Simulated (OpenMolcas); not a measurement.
**Co³⁺ among point charges: CASSCF and CASPT2 levels and susceptibility**

Aim: the splitting of the states of Co³⁺ in the field of 2 point charges, its lowest levels with spin-orbit coupling and its magnetic susceptibility.

Program: OpenMolcas 26.06. Level of theory: state-averaged CASSCF and CASPT2, spin-orbit coupling by RASSI with atomic mean-field integrals. These are calculated values, not measurements, unless marked.

### Step 1. Starting point

| Property | Result |
| --- | --- |
| Species | Co³⁺ (cobalt, Z = 27, 24 electrons) |
| Basis | ANO-RCC-VTZP [6s5p3d2f1g], 59 functions |
| Scalar Hamiltonian | DKH2, point nucleus |
| Inactive shells | 1s 2s 2p 3s 3p |
| Active space | 6 electrons in 5 orbitals (3d) |
| Some configurations of this space | 3d⁶ |
| Orbitals | optimised for each spin and parity, averaged over all roots |

The outer shells:

3d6
```
3d [↑↓][↑ ][↑ ][↑ ][↑ ]
```

The ion sits among 2 point charges of -1.5 e arranged as a linear pair (D∞h), 1.92 Å from the ion.

The work runs as a chain of OpenMolcas steps in one folder; each step below is one input file. Labels, J, g values, rates, χT and fits are worked out afterwards by a script from the matrices that RASSI stores. The input lists half of the charges; inversion (Group=XYZ) makes the rest.

### Step 2. GATEWAY and SEWARD: basis and integrals

a.inp

```
&GATEWAY
Coord
1

Co 0.0 0.0 0.0
Basis=ANO-RCC-VTZP
Group=XYZ
NoMove
AngMom=0.0 0.0 0.0
AMFI
XField
1 Angstrom 0
0.000000 0.000000 1.920000 -1.500000
&SEWARD
```

The run is started by

```sh
> OMP_NUM_THREADS=1 MOLCAS_MEM=1689 MOLCAS_PROJECT=a pymolcas a.inp > a.log
```

The log of the run:

```text
Basis set label: CO.ANO-RCC...6S5P3D2F1G.

      Electronic valence basis set:
      ------------------
      Associated Effective Charge  27.000000 au
      Associated Actual Charge     27.000000 au
      Nuclear Model: Point charge

      Shell  nPrim  nBasis  Cartesian Spherical Contaminant
         s      21       6        X
         p      15       5        X
         d      10       3                 X
         f       6       2                 X
         g       4       1                 X
                  Relativistic Douglas-Kroll-Hess integrals:
                    - DKH order of Hamiltonian: 2
                    - DKH order of Properties : 0
                  Atomic mean-field integrals
```

### Step 3. Reference wave functions, quintets of even parity, 5 roots

a.inp

```
&RASSCF
FileOrb=start.orb
Symmetry=1
Spin=5
nActEl=6 0 0
Inactive=3 6
Ras2=5 0
CIRoot=5 5 1
SDav=5
CIMx=300
Iter=120 100
PrWF=0.3
OrbListing=Nothing
MaxOrb=0
>>> COPY $Project.JobIph JOB001
```

start.orb holds the contracted functions of the basis, ordered by shell, or the orbitals of the step before.

The log of the run, shortened:

```text
[...]
      Number of active orbitals                  5
[...]
      Spin quantum number                      2.0
[...]
      Active orbitals                            5   0
[...]
      Number of CSFs                             5
      Number of root(s) required                 5
[...]
      Convergence after 10 iterations
[...]
      Natural orbitals and occupation numbers for root  1
      sym 1:   1.000000   1.000000   1.000000   1.000000   2.000000
      Natural orbitals and occupation numbers for root  2
      sym 1:   2.000000   1.000000   1.000000   1.000000   1.000000
      Natural orbitals and occupation numbers for root  3
      sym 1:   1.000000   2.000000   1.000000   1.000000   1.000000
::    RASSCF root number  1 Total energy:  -1392.35291347
::    RASSCF root number  2 Total energy:  -1392.35291347
::    RASSCF root number  3 Total energy:  -1392.32468092
::    RASSCF root number  4 Total energy:  -1392.32468092
::    RASSCF root number  5 Total energy:  -1392.30975925
```

### Step 4. Reference wave functions, triplets of even parity, 45 roots

a.inp

```
&RASSCF
FileOrb=start.orb
Symmetry=1
Spin=3
nActEl=6 0 0
Inactive=3 6
Ras2=5 0
CIRoot=45 45 1
SDav=45
CIMx=300
Iter=120 100
PrWF=0.3
OrbListing=Nothing
MaxOrb=0
>>> COPY $Project.JobIph JOB002
```

The run is started by

```sh
> OMP_NUM_THREADS=1 MOLCAS_MEM=1689 MOLCAS_PROJECT=a pymolcas a.inp > a.log
```

The log of the run, shortened:

```text
[...]
      Number of active orbitals                  5
[...]
      Spin quantum number                      1.0
[...]
      Active orbitals                            5   0
[...]
      Number of CSFs                            45
      Number of root(s) required                45
[...]
      Convergence after  7 iterations
[...]
      Natural orbitals and occupation numbers for root  1
      sym 1:   1.266815   1.266815   0.573579   1.446395   1.446395
      Natural orbitals and occupation numbers for root  2
      sym 1:   1.266815   1.266815   0.573579   1.446395   1.446395
      Natural orbitals and occupation numbers for root  3
      sym 1:   1.251587   1.251587   0.727781   1.384523   1.384523
::    RASSCF root number  1 Total energy:  -1392.22902118
::    RASSCF root number  2 Total energy:  -1392.22902118
::    RASSCF root number  3 Total energy:  -1392.22867665
[...]
::    RASSCF root number 27 Total energy:  -1392.18171309
::    RASSCF root number 28 Total energy:  -1392.18171309
::    RASSCF root number 29 Total energy:  -1392.17692010
::    RASSCF root number 30 Total energy:  -1392.17692010
```

### Step 5. Reference wave functions, singlets of even parity, 50 roots

a.inp

```
&RASSCF
FileOrb=start.orb
Symmetry=1
Spin=1
nActEl=6 0 0
Inactive=3 6
Ras2=5 0
CIRoot=50 50 1
SDav=50
CIMx=300
Iter=120 100
PrWF=0.3
OrbListing=Nothing
MaxOrb=0
>>> COPY $Project.JobIph JOB003
```

The log of the run, shortened:

```text
[...]
      Number of active orbitals                  5
[...]
      Spin quantum number                      0.0
[...]
      Active orbitals                            5   0
[...]
      Number of CSFs                            50
      Number of root(s) required                50
[...]
      Convergence after  7 iterations
[...]
      Natural orbitals and occupation numbers for root  1
      sym 1:   0.936458   1.009099   1.009099   1.522672   1.522672
      Natural orbitals and occupation numbers for root  2
      sym 1:   1.069723   0.914041   0.922839   1.583723   1.509674
      Natural orbitals and occupation numbers for root  3
      sym 1:   0.914041   0.922839   1.069723   1.583723   1.509674
::    RASSCF root number  1 Total energy:  -1392.17608666
::    RASSCF root number  2 Total energy:  -1392.17503785
::    RASSCF root number  3 Total energy:  -1392.17503785
[...]
::    RASSCF root number 27 Total energy:  -1392.10303797
::    RASSCF root number 28 Total energy:  -1392.09692321
::    RASSCF root number 29 Total energy:  -1392.08720584
::    RASSCF root number 30 Total energy:  -1392.07842599
```

### Step 6. RASSI: spin-orbit coupling between the states

a.inp

```
&RASSI
NrOfJobIphs=3 5 45 50
1 2 3 4 5
1 2 3 4 5 6 7 8 9 10 11 12 13 14 15 16 17 18 19 20 21 22 23 24 25 26 27
28 29 30 31 32 33 34 35 36 37 38 39 40 41 42 43 44 45
1 2 3 4 5 6 7 8 9 10 11 12 13 14 15 16 17 18 19 20 21 22 23 24 25 26 27
28 29 30 31 32 33 34 35 36 37 38 39 40 41 42 43 44 45 46 47 48 49 50
IphNames
JOB001
JOB002
JOB003
EJob
SpinOrbit
DIPRint=1.0
SOCoupling=1000.0
Subsets=2
Property=9
'ANGMOM' 1 'ANGMOM' 2 'ANGMOM' 3 'MLTPL  1' 1 'MLTPL  1' 2 'MLTPL  1' 3
'AMFI' 1 'AMFI' 2 'AMFI' 3
SOProperty=3
'ANGMOM' 1 'ANGMOM' 2 'ANGMOM' 3
```

The run is started by

```sh
> OMP_NUM_THREADS=1 MOLCAS_MEM=1689 MOLCAS_PROJECT=a pymolcas a.inp > a.log
```

The log of the run, shortened:

```text
SPIN-FREE ENERGIES:
  (Shifted by EMIN (a.u.) =      -1392.3529134697)
 SF State       Relative EMIN(au)   Rel lowest level(eV)    D:o, cm**(-1)      L_eff
     1             0.0000000000        0.0000000000              0.0000         2.0
     2             0.0000000000        0.0000000000              0.0000         2.0
     3             0.0282325533        0.7682469112           6196.3292         2.0
     4             0.0282325533        0.7682469112           6196.3292         2.0
     5             0.0431542160        1.1742860384           9471.2556         2.0
     6             0.1238922916        3.3712809997          27191.2150         4.6
     7             0.1238922916        3.3712809997          27191.2150         4.6
     8             0.1242368177        3.3806560337          27266.8298         4.9
     9             0.1249371827        3.3997139350          27420.5421         4.9
    10             0.1249371827        3.3997139350          27420.5421         4.9
[...]
Eigenvalues of complex Hamiltonian:
   -----------------------------------
  (Shifted by EMIN (a.u.) =      -1392.3529134697)
 SO State       Relative EMIN(au)   Rel lowest level(eV)    D:o, cm**(-1)     J-value
     1            -0.0030276732        0.0000000000              0.0000         1.6
     2            -0.0030276732        0.0000000000              0.0000         1.6
     3            -0.0016515224        0.0374469720            302.0302         2.3
     4            -0.0016515224        0.0374469720            302.0302         2.3
     5            -0.0002742509        0.0749244377            604.3063         2.5
     6            -0.0002742509        0.0749244377            604.3063         2.5
     7             0.0011048562        0.1124518527            906.9854         2.3
     8             0.0011048562        0.1124518527            906.9854         2.3
     9             0.0024850646        0.1500092385           1209.9061         1.7
    10             0.0024881312        0.1500926841           1210.5791         1.7
    11             0.0266885616        0.8086199425           6521.9597         2.1
[...]
```

These steps took 25 s in all on 1 thread, shared host.

Spin-free states, with their symmetry labels:

| state | degeneracy | E (cm-1) | free-ion L (%) |
| --- | --- | --- | --- |
| 5Delta | 2 | 0 | D (100) |
| 5Pi | 2 | 6196 | D (100) |
| 5Sigma | 1 | 9471 | D (100) |
| 3Phi | 2 | 27191 | H (65) |
| 3Sigma | 1 | 27267 | H (94) |
| 3Pi | 2 | 27421 | H (92) |
| 3Delta | 2 | 27578 | H (84) |
| 3Gamma | 2 | 28521 | H (75) |
| 3Sigma | 1 | 30537 | P (71) |
| 3Pi | 2 | 31256 | P (55) |
| 3H | 2 | 31391 | H (100) |
| 3Delta | 2 | 32691 | F (83) |
| 3Phi | 2 | 33081 | F (81) |
| 3Pi | 2 | 34569 | F (46) |
| 3Sigma | 1 | 35183 | F (67) |
| 3Sigma | 1 | 35530 | G (84) |
| 3Pi | 2 | 36141 | G (75) |
| 3Delta | 2 | 36574 | G (83) |
| 3Phi | 2 | 37574 | G (77) |
| 3Gamma | 2 | 38626 | G (75) |
| 1Sigma | 1 | 38809 | I (88) |
| 1Pi | 2 | 39039 | I (90) |
| 1Delta | 2 | 39646 | I (94) |
| 1Phi | 2 | 40595 | I (96) |

With spin-orbit coupling:

| E (cm-1) | Degeneracy | 2S+1 | g |
| --- | --- | --- | --- |
| 0.0 | 2 | 5 | 0.00 0.00 12.01 |
| 302.0 | 2 | 5 | 0.00 0.00 8.01 |
| 604.3 | 2 | 5 | 0.00 0.00 4.01 |
| 907.0 | 2 | 5 | 0.00 0.00 0.01 |
| 1210 | 1 | 5 |  |
| 1211 | 1 | 5 |  |
| 6522 | 2 | 5 | 0.00 0.00 10.00 |
| 6636 | 2 | 5 | 0.00 0.00 6.02 |
| 6754 | 2 | 5 | 0.00 0.00 2.20 |
| 6833 | 1 | 5 |  |
| 7000 | 1 | 5 |  |
| 7096 | 2 | 5 | 0.00 0.00 5.81 |
| 10139 | 2 | 5 | 0.00 0.00 7.98 |
| 10200 | 2 | 5 | 0.00 0.00 3.99 |
| 10219 | 1 | 5 |  |
| 27143 | 2 | 3 | 0.00 0.00 9.98 |
| 27659 | 1 | 3 |  |
| 27673 | 2 | 3 | 0.00 0.00 3.18 |
| 27688 | 2 | 3 | 0.00 0.00 7.31 |
| 27721 | 2 | 3 | 0.00 0.00 5.67 |
| 27842 | 2 | 3 | 0.00 0.00 6.68 |
| 28143 | 2 | 3 | 0.00 0.00 2.64 |
| 28241 | 1 | 3 |  |
| 28248 | 2 | 3 | 0.00 0.00 4.08 |

The table of states holds 24 of 58 computed; the rest, higher up, is left out. Principal g values are given for doublets only; a zero marks a field direction without first-order Zeeman splitting.

Powder χT (cm³ K/mol): 4.52 at 2 K, 4.53 at 5 K, 4.56 at 10 K, 4.60 at 20 K, 4.75 at 50 K, 4.96 at 100 K, 5.08 at 150 K, 5.12 at 200 K, 5.11 at 250 K, 5.08 at 300 K.

Orbitals of the lowest block (energies include the constant potential of the surroundings):

| shell | space | energy (hartree) | mean occupation | ⟨r²⟩ (bohr²) |
| --- | --- | --- | --- | --- |
| 1s | inactive | -286.3441 | 2.000 | 0.00421 |
| 2s | inactive | -36.0621 | 2.000 | 0.0761 |
| 2p | inactive | -30.8327 | 6.000 | 0.0618 |
| 3s | inactive | -5.2109 | 2.000 | 0.687 |
| 3p | inactive | -3.6083 | 6.000 | 0.768 |
| 3d | RAS2 |  | 6.000 | 1.14 |

### Step 7. CASPT2: IPEA 0.25, imaginary shift 0.1 (closed shells correlated: 3s 3p)

a.inp

```
>>> COPY JOB001 $Project.JobIph
&CASPT2
Multistate=5 1 2 3 4 5
NoMult
Frozen=2 3
IPEA=0.25
Imaginary=0.1
MaxIter=60
WThr=0.0 0.3 0.05
PrWF=0.5
NoMix
>>> COPY JOB002 $Project.JobIph
&CASPT2
Multistate=45 1 2 3 4 5 6 7 8 9 10 11 12 13 14 15 16 17 18 19 20 21 22
23 24 25 26 27 28 29 30 31 32 33 34 35 36 37 38 39 40 41 42 43 44 45
NoMult
Frozen=2 3
IPEA=0.25
Imaginary=0.1
MaxIter=60
WThr=0.0 0.3 0.05
PrWF=0.5
NoMix
>>> COPY JOB003 $Project.JobIph
&CASPT2
Multistate=50 1 2 3 4 5 6 7 8 9 10 11 12 13 14 15 16 17 18 19 20 21 22
23 24 25 26 27 28 29 30 31 32 33 34 35 36 37 38 39 40 41 42 43 44 45 46
47 48 49 50
NoMult
Frozen=2 3
IPEA=0.25
Imaginary=0.1
MaxIter=60
WThr=0.0 0.3 0.05
PrWF=0.5
NoMix
```

The log of the run, shortened:

```text
[...]
      Active orbitals                            5   0
[...]
      E2 (Variational):          -0.4078575259
      Total energy:           -1392.7607709956
[...]
::    CASPT2 Root  1     Total energy:  -1392.76077100
::    CASPT2 Root  2     Total energy:  -1392.76077522
[...]
::    CASPT2 Root 27     Total energy:  -1392.54665357
::    CASPT2 Root 28     Total energy:  -1392.53334044
::    CASPT2 Root 29     Total energy:  -1392.53130014
::    CASPT2 Root 30     Total energy:  -1392.52070104
```

This run: 11 s of run time, 1 thread, shared host.

SS-CASPT2: lowest energy less the reference's lowest, -0.4079 hartree; reference weights 0.942 to 0.954.

States without spin-orbit coupling:

| state | degeneracy | E (cm-1) | free-ion L (%) |
| --- | --- | --- | --- |
| 5Delta | 2 | 0 | D (100) |
| 5Pi | 2 | 6604 | D (100) |
| 5Sigma | 1 | 10043 | D (100) |
| 3Phi | 2 | 24923 | H (65) |
| 3Sigma | 1 | 25300 | H (94) |
| 3Pi | 2 | 25376 | H (92) |
| 3Delta | 2 | 25790 | H (84) |
| 3Gamma | 2 | 26162 | H (75) |
| 3Sigma | 1 | 26259 | P (71) |
| 3Pi | 2 | 27142 | P (55) |
| 3Delta | 2 | 28824 | F (83) |
| 3H | 2 | 29628 | H (100) |
| 3Phi | 2 | 30063 | F (81) |
| 3Pi | 2 | 30255 | F (46) |
| 3Sigma | 1 | 30983 | F (67) |
| 3Sigma | 1 | 31826 | G (84) |
| 3Pi | 2 | 32853 | G (75) |
| 3Delta | 2 | 33382 | G (83) |
| 3Phi | 2 | 34708 | G (77) |
| 1Sigma | 1 | 35872 | I (88) |
| 1Pi | 2 | 36119 | I (90) |
| 3Gamma | 2 | 36305 | G (75) |
| 1Delta | 2 | 37159 | I (94) |
| 1Phi | 2 | 37848 | I (96) |

With spin-orbit coupling:

```csv
E (cm-1),Degeneracy,2S+1,g
0,2,5,0.00 0.00 12.01
300,2,5,0.00 0.00 8.01
610,2,5,0.00 0.00 4.01
910,2,5,
1210,1,5,
1210,1,5,
6930,2,5,0.00 0.00 10.00
7040,2,5,0.00 0.00 6.02
7160,2,5,0.00 0.00 2.20
7240,1,5,
7400,1,5,
7500,2,5,0.00 0.00 5.81
10700,2,5,0.00 0.00 7.98
10760,2,5,0.00 0.00 3.99
10780,1,5,
24880,2,3,0.00 0.00 9.97
25500,2,3,0.00 0.00 6.04
25650,1,3,
25670,2,3,0.00 0.00 3.04
25700,2,3,0.00 0.00 5.81
25960,2,3,0.00 0.00 7.95
26110,2,3,0.00 0.00 3.04
26130,2,3,0.00 0.00 2.17
26190,1,3,
```

Powder χT (cm³ K/mol): 4.52 at 2 K, 4.53 at 5 K, 4.55 at 10 K, 4.60 at 20 K, 4.75 at 50 K, 4.96 at 100 K, 5.07 at 150 K, 5.11 at 200 K, 5.11 at 250 K, 5.08 at 300 K.

### Step 8. The methods side by side

A. CASSCF
B. SS-CASPT2, IPEA 0.25, imaginary shift 0.1 (closed shells correlated: 3s 3p)

| method | ground state | first state of that spin (cm-1) | first gap with spin-orbit (cm-1) | χT at 300 K |
| --- | --- | --- | --- | --- |
| A | 5Delta | 5Pi 6196 | 302.0 | 5.08 |
| B | 5Delta | 5Pi 6604 | 303.6 | 5.08 |

### Step 9. What came out

| quantity | value |
| --- | --- |
| method | SS-CASPT2, IPEA 0.25, imaginary shift 0.1 (closed shells correlated: 3s 3p) |
| spin-free ground state | 5Delta, 2-fold in its orbital part |
| first state of the same spin within the active space | 5Pi at 6600 cm⁻¹ |
| lowest level | 2-fold, g = 0.00, 0.00, 12.01 |
| next level | 303.6 cm⁻¹ |
| χT at 300 K | 5.08 cm³ K/mol |
| effective moment at 300 K | 6.37 μB |

Cost by method:

| method | time of its own steps | time with the reference |
| --- | --- | --- |
| A. CASSCF | 25 s | 25 s |
| B. SS-CASPT2, IPEA 0.25, imaginary shift 0.1, +3s 3p | 11 s | 37 s |

Times are of one thread on a shared host.

The spin-free ground state (5Delta) comes to 100 % from free-ion D terms and keeps the highest spin of the shell. χT at 300 K is 5.08, against 3.01 cm³ K/mol for the spin alone, so orbital moment adds to it. An active space of the d shell alone favours high spin; real ions in strong fields can be low spin. CASPT2 does not keep the components of a term degenerate, and the means are used. The field of point charges can differ much from that of real complexes. With metal d orbitals alone active, the gaps between spin states are rough; where two lie within a few thousand cm-1, their order is open. This is an electrostatic model: the charges have no orbitals.
